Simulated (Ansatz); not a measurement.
# Cu+ with HF: superposition error and deformation, part 2 of 2

Ansatz 0.2.0, Gaussian basis. The steps go on from the part before.

## (12) wB97X-V/def2-TZVPPD

The input, free-b/in.yaml:

```yaml
crystal:
  periodic: [false, false, false]
  atoms:
    - {symbol: F, position_ang: [0.180934, 0.172643, 0.424249]}
    - {symbol: H, position_ang: [-0.191833, -0.183271, 1.186284]}
basis:
  gaussian: {orbitals: "def2-TZVPPD.json"}
hamiltonian: {xc: {name: wB97X-V}}
```

Launch:

```sh
$ ansatz run in.yaml --threads 2 --pin off --events-out ev --progress --plain --max-ram 5222MiB
```

Output, shortened:

```text
Functional definition: wB97X-V
  name "wB97X-V"
  cite "Mardirossian & Head-Gordon, Phys. Chem. Chem. Phys. 16, 9904 (2014) doi:10.1039/C3CP54374A"
  cite "Becke, J. Chem. Phys. 107, 8554 (1997) doi:10.1063/1.475007"
  cite "Vydrov & Van Voorhis, J. Chem. Phys. 133, 244103 (2010) doi:10.1063/1.3521275"
[...]
      + integral(e_c_pw_opposite_spin*poly(b97_u_opposite, cos0, cos1)) + vv10(b, c)
256 factors; their error is unknown
78 factors; integrals over basis functions are off by at most 2.5e-5 eV
[...]
mean field -2733.56425488 eV, -100.4566334906 hartree, gradient 1.3e-5 eV, S^2 0.000000; 0 other end points of the search recorded, 0 dependent functions left out
reference -2733.56425306 eV, -100.4566334235 hartree; 5, 5 occupied and 52, 52 virtual orbitals, 256 factors
Total energy: -2733.56425306 eV, -100.4566334235 hartree
```

Wall time 0.25 s (2 threads of AMD EPYC 9R45, shared host).

## (13) wB97M-V/def2-TZVPPD

Edit free-b/in.yaml of step 12 so:

```diff
@@ -7,2 +7,2 @@
   gaussian: {orbitals: "def2-TZVPPD.json"}
-hamiltonian: {xc: {name: wB97X-V}}
+hamiltonian: {xc: {name: wB97M-V}}
```

Launch:

```sh
$ ansatz run in.yaml --threads 2 --pin off --events-out ev --progress --plain --max-ram 5222MiB
```

Output, shortened:

```text
[... 5 set-up lines as earlier in the session ...]
  # Of w^i u^j: cxij and so on, Table III.
[...]
  gx(w, u) = 1 - cx + cx01*u + cx10*w
  gss(w, u) = css00 + css04*u^4 + css10*w + css20*w^2 + css43*w^4*u^3
  gos(w, u) = cos00 + cos10*w + (cos20 + cos21*u)*w^2 + (cos60 + cos61*u)*w^6
[...]
      + integral(e_c_pw_mod_opposite_spin*gos(b97_w_opposite, b97_u_opposite)) + vv10(b, c)
256 factors; their error is unknown
78 factors; integrals over basis functions are off by at most 2.5e-5 eV
[...]
mean field -2733.75173021 eV, -100.4635230816 hartree, gradient 6.5e-5 eV, S^2 0.000000; 0 other end points of the search recorded, 0 dependent functions left out
reference -2733.75177491 eV, -100.4635247246 hartree; 5, 5 occupied and 52, 52 virtual orbitals, 256 factors
Total energy: -2733.75177491 eV, -100.4635247246 hartree
```

Run time: 0.25 s. Hardware: 2 threads of AMD EPYC 9R45, shared host.

## (14) B2PLYP/def2-TZVPPD

Edit free-b/in.yaml of step 13 so:

```diff
@@ -7,2 +7,2 @@
   gaussian: {orbitals: "def2-TZVPPD.json"}
-hamiltonian: {xc: {name: wB97M-V}}
+hamiltonian: {xc: {name: B2PLYP}}
```

Launch:

```sh
$ ansatz run in.yaml --threads 2 --pin off --events-out ev --progress --plain --max-ram 5222MiB
```

Output, shortened:

```text
[... 5 set-up lines as earlier in the session ...]
[...]
352 factors; integrals over basis functions are off by at most 1.1e-3 eV
[...]
mean field -2730.77286436 eV, -100.3540517808 hartree, gradient 3.2e-6 eV, S^2 0.000000; 0 other end points of the search recorded, 0 dependent functions left out
1 core orbitals not correlated: weight in the atoms' cores, before any rotation towards them, 1.000 or more for the frozen orbitals, at most 0.000 for the correlated occupied ones
reference -2730.77297004 eV, -100.3540556644 hartree; 4, 4 occupied and 52, 52 virtual orbitals, 352 factors
second order -8.70914266 eV of doubles, -0.00000000 eV of singles
Total energy: -2733.12443855 eV, -100.4404705386 hartree
```

It took 0.2 s on 2 threads of AMD EPYC 9R45, shared host.

## (15) BLYP-D4/def2-TZVPPD

Edit free-b/in.yaml of step 14 so:

```diff
@@ -7,2 +7,2 @@
   gaussian: {orbitals: "def2-TZVPPD.json"}
-hamiltonian: {xc: {name: B2PLYP}}
+hamiltonian: {xc: {name: BLYP}, dispersion: d4}
```

Launch:

```sh
$ ansatz run in.yaml --threads 2 --pin off --events-out ev --progress --plain --max-ram 5222MiB
```

Output, shortened:

```text
Functional definition: BLYP
  name "BLYP"
[... 2 set-up lines as earlier in the session ...]
  parameter beta = 0.0042
  parameter a = 0.04918
  parameter b = 0.132
  parameter c = 0.2533
  parameter d = 0.349
  exchange = b88_x(beta = beta)
  correlation = lyp_c(a = a, b = b, c = c, d = d)
256 factors; their error is unknown
mean field evaluation 1: about -2732.4650 eV, gradient 3.7e1 eV
mean field evaluation 2: about -2724.8215 eV, gradient 8.3e1 eV
mean field evaluation 4: about -2734.3293 eV, gradient 5.7e-1 eV
mean field evaluation 8: about -2734.3285 eV, gradient 1.2e-1 eV
mean field -2734.32850519 eV, -100.4847191715 hartree, gradient 4.1e-5 eV, S^2 0.000000; 0 other end points of the search recorded, 0 dependent functions left out
reference -2734.32874193 eV, -100.4847278714 hartree; 5, 5 occupied and 52, 52 virtual orbitals, 256 factors
Total energy: -2734.33332384 eV, -100.4848962535 hartree
```

It took 0.15 s on 2 threads of AMD EPYC 9R45, shared host.

## (16) revPBE-D4/def2-TZVPPD

Edit free-b/in.yaml of step 15 so:

```diff
@@ -7,2 +7,2 @@
   gaussian: {orbitals: "def2-TZVPPD.json"}
-hamiltonian: {xc: {name: BLYP}, dispersion: d4}
+hamiltonian: {xc: {name: revPBE}, dispersion: d4}
```

Launch:

```sh
$ ansatz run in.yaml --threads 2 --pin off --events-out ev --progress --plain --max-ram 5222MiB
```

Output, shortened:

```text
Functional definition: revPBE
  name "revPBE"
  cite "Zhang & Yang, Phys. Rev. Lett. 80, 890 (1998) doi:10.1103/PhysRevLett.80.890"
[... 1 set-up line as earlier in the session ...]
  parameter kappa = 1.245
[... 3 set-up lines as earlier in the session ...]
256 factors; their error is unknown
mean field evaluation 1: about -2732.0288 eV, gradient 3.5e1 eV
mean field evaluation 2: about -2726.0578 eV, gradient 7.4e1 eV
mean field evaluation 4: about -2733.6792 eV, gradient 4.7e-1 eV
mean field evaluation 8: about -2733.6783 eV, gradient 1.1e-3 eV
mean field -2733.67825703 eV, -100.4608229921 hartree, gradient 5.0e-6 eV, S^2 0.000000; 0 other end points of the search recorded, 0 dependent functions left out
reference -2733.67830390 eV, -100.4608247147 hartree; 5, 5 occupied and 52, 52 virtual orbitals, 256 factors
Total energy: -2733.68772596 eV, -100.4611709688 hartree
```

It took 0.1 s on 2 threads of AMD EPYC 9R45, shared host.

## (17) B97M-V/def2-TZVPPD

Edit free-b/in.yaml of step 16 so:

```diff
@@ -7,2 +7,2 @@
   gaussian: {orbitals: "def2-TZVPPD.json"}
-hamiltonian: {xc: {name: revPBE}, dispersion: d4}
+hamiltonian: {xc: {name: B97M-V}}
```

Launch:

```sh
$ ansatz run in.yaml --threads 2 --pin off --events-out ev --progress --plain --max-ram 5222MiB
```

Output, shortened:

```text
[... 5 set-up lines as earlier in the session ...]
  # Of w^i u^j: cxij and so on, Table III.
[...]
  gx(w, u) = cx00 + cx01*u + cx02*u^2 + (cx10 + cx11*u)*w
  gss(w, u) = css00 + css02*u^2 + css10*w + (css32*w^3 + css42*w^4)*u^2
  gos(w, u) = cos00 + cos01*u + cos03*u^3 + cos10*w + cos32*w^3*u^2
[...]
      + integral(e_c_pw_mod_opposite_spin*gos(b97_w_opposite, b97_u_opposite)) + vv10(b, c)
256 factors; their error is unknown
[...]
mean field -2733.45889560 eV, -100.4527616083 hartree, gradient 4.3e-5 eV, S^2 0.000000; 0 other end points of the search recorded, 0 dependent functions left out
reference -2733.45895030 eV, -100.4527636187 hartree; 5, 5 occupied and 52, 52 virtual orbitals, 256 factors
Total energy: -2733.45895030 eV, -100.4527636187 hartree
```

It took 0.25 s on 2 threads of AMD EPYC 9R45, shared host.

## (18) HSE06-D4/def2-TZVPPD

Edit free-b/in.yaml of step 17 so:

```diff
@@ -7,2 +7,2 @@
   gaussian: {orbitals: "def2-TZVPPD.json"}
-hamiltonian: {xc: {name: B97M-V}}
+hamiltonian: {xc: hse06, dispersion: d4}
```

Launch:

```sh
$ ansatz run in.yaml --threads 2 --pin off --events-out ev --progress --plain --max-ram 5222MiB
```

Output, shortened:

```text
Functional definition: HSE06
  name "HSE06"
  cite "Heyd, Scuseria & Ernzerhof, J. Chem. Phys. 118, 8207 (2003) doi:10.1063/1.1564060"
  cite "Krukau, Vydrov, Izmaylov & Scuseria, J. Chem. Phys. 125, 224106 (2006) doi:10.1063/1.2404663"
  cite "Heyd & Scuseria, J. Chem. Phys. 120, 7274 (2004) doi:10.1063/1.1668634"
  cite "Ernzerhof & Perdew, J. Chem. Phys. 109, 3313 (1998) doi:10.1063/1.476928"
[... 2 set-up lines as earlier in the session ...]
[...]
  # The whole range is PBE's own exchange, as in plane waves. The composition of these papers is wPBEh.
[...]
256 factors; their error is unknown
24 factors; integrals over basis functions are off by at most 5.9e-5 eV
[...]
mean field -2731.81030118 eV, -100.3921768810 hartree, gradient 4.2e-5 eV, S^2 0.000000; 0 other end points of the search recorded, 0 dependent functions left out
reference -2731.81033855 eV, -100.3921782543 hartree; 5, 5 occupied and 52, 52 virtual orbitals, 256 factors
Total energy: -2731.81169589 eV, -100.3922281354 hartree
```

Run time: 0.15 s. Hardware: 2 threads of AMD EPYC 9R45, shared host.

## (19) CCSD(T)/def2-TZVPPD

Edit free-b/in.yaml of step 18 so:

```diff
@@ -7,2 +7,2 @@
   gaussian: {orbitals: "def2-TZVPPD.json"}
-hamiltonian: {xc: hse06, dispersion: d4}
+correlation: {method: ccsd_t}
```

Launch:

```sh
$ ansatz run in.yaml --threads 2 --pin off --events-out ev --progress --plain --max-ram 5222MiB
```

Output, shortened:

```text
[... 4 set-up lines as earlier in the session ...]
[...]
352 factors; integrals over basis functions are off by at most 1.1e-3 eV
[...]
mean field -2722.94011938 eV, -100.0662037122 hartree, gradient 1.6e-6 eV, S^2 0.000000; 0 other end points of the search recorded, 0 dependent functions left out
1 core orbitals not correlated: weight in the atoms' cores, before any rotation towards them, 1.000 or more for the frozen orbitals, at most 0.000 for the correlated occupied ones
reference -2722.94011938 eV, -100.0662037122 hartree; 4, 4 occupied and 52, 52 virtual orbitals, 352 factors
second order -7.43394501 eV of doubles, -0.00000000 eV of singles
cycle   1  -7.34223197 eV  change    9.2e-2 eV  update   4.7e-2
[...]
cycle   9  -7.48856170 eV  change    1.9e-6 eV  update   1.5e-6
perturbative correction -0.18477332 eV, -0.0067902943 hartree
Total energy: -2730.61345440 eV, -100.3481935730 hartree
```

Run time: 0.2 s. Hardware: 2 threads of AMD EPYC 9R45, shared host.

## (20) The split

```
      method  interaction with counterpoise (meV)  without  superposition error  deformation  binding energy
      PBE-D4                                -1032    -1044                   12           -3           -1035
   revPBE-D4                                 -912     -923                   11           -3            -915
     BLYP-D4                                -1022    -1035                   12           -5           -1028
   r2SCAN-D4                                -1112    -1122                   10            4           -1108
      B97M-V                                -1074    -1083                    9            7           -1067
     PBE0-D4                                 -957     -968                   11            6            -951
    B3LYP-D4                                 -984     -996                   12            3            -982
    HSE06-D4                                 -954     -965                   11            6            -948
     wB97X-V                                 -945     -955                   11            4            -940
     wB97M-V                                 -943     -952                   10            4            -939
      B2PLYP                                 -925     -947                   22            4            -920
Hartree-Fock                                 -714     -723                    9           24            -690
         MP2                                 -832     -873                   41            5            -827
        CCSD                                 -810     -849                   38            8            -802
     CCSD(T)                                 -826     -873                   46            6            -820
```

## (21) Results

This closing draws on all 2 parts.

| quantity | value |
| --- | --- |
| interaction, CCSD(T) | -826 meV |
| superposition error | 46 meV |
| deformation | 6 meV |
| binding energy | -820 meV |

In this basis the superposition error is 46 meV for CCSD(T) and 11 meV on average for the plain functionals: correlated methods borrow far more, since they need many more functions to converge. Deformation takes back 1 % of the interaction. The free shapes are PBE0-D4 minima, so other methods can show a small negative deformation energy.
